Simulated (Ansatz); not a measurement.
# SiPF3: geometry and frequencies at several levels

Program: Ansatz 0.2.0. Level of theory: the levels named in each step. These are calculated values, not measurements.

### 1 The starting structure

Bond lengths: F1–P2 1.661 Å, P2–Si3 2.100 Å, Si3–F4 1.594 Å, Si3–F5 1.596 Å. Angles: F1–P2–Si3 100.3°, P2–Si3–F4 115.7°, P2–Si3–F5 146.6°, F4–Si3–F5 97.7°.

Structure file:

```xyz
5

F     2.1800    0.7007   -0.1925
P     1.3122   -0.6042    0.3591
Si   -0.6423    0.0401   -0.0571
F    -1.8052   -0.9736    0.3434
F    -1.5645    1.1986   -0.6520
```

### 2 A rough first relaxation, PBE-D4/def2-SVP

This run stands in another session on the same molecule. It ended at:

```xyz
5

F     2.0579    0.7848   -0.2398
P     1.3388   -0.5895    0.3549
Si   -0.6835   -0.0591   -0.0139
F    -1.9093   -1.0530    0.3734
F    -1.3238    1.2785   -0.6737
```

### 3 Relaxation, r2SCAN-D4/def2-TZVPP

Contents of input.yaml:

```yaml
crystal:
  periodic: [false, false, false]
  atoms:
    - { symbol: F, position_ang: [2.05786236, 0.78475704, -0.23979568] }
    - { symbol: P, position_ang: [1.33880132, -0.58950859, 0.35493394] }
    - { symbol: Si, position_ang: [-0.683508, -0.05912907, -0.0138693] }
    - { symbol: F, position_ang: [-1.90926898, -1.05297416, 0.37341217] }
    - { symbol: F, position_ang: [-1.32377669, 1.27849477, -0.67371114] }
basis:
  gaussian: { orbitals: def2-TZVPP }
hamiltonian:
  xc: r2scan
  dispersion: d4
relax:
  f_tol: 0.002
  max_steps: 150
```

Run with:

```
$ ansatz run input.yaml --threads 4 --pin off --max-ram 10240MiB --backend cpu --events-out ev --progress --plain --runs-dir out
```

Q: Estimate wall time and peak memory on 4 threads of Arm Neoverse V2, shared host.

About 15 s, with a peak of 0.23 GiB.
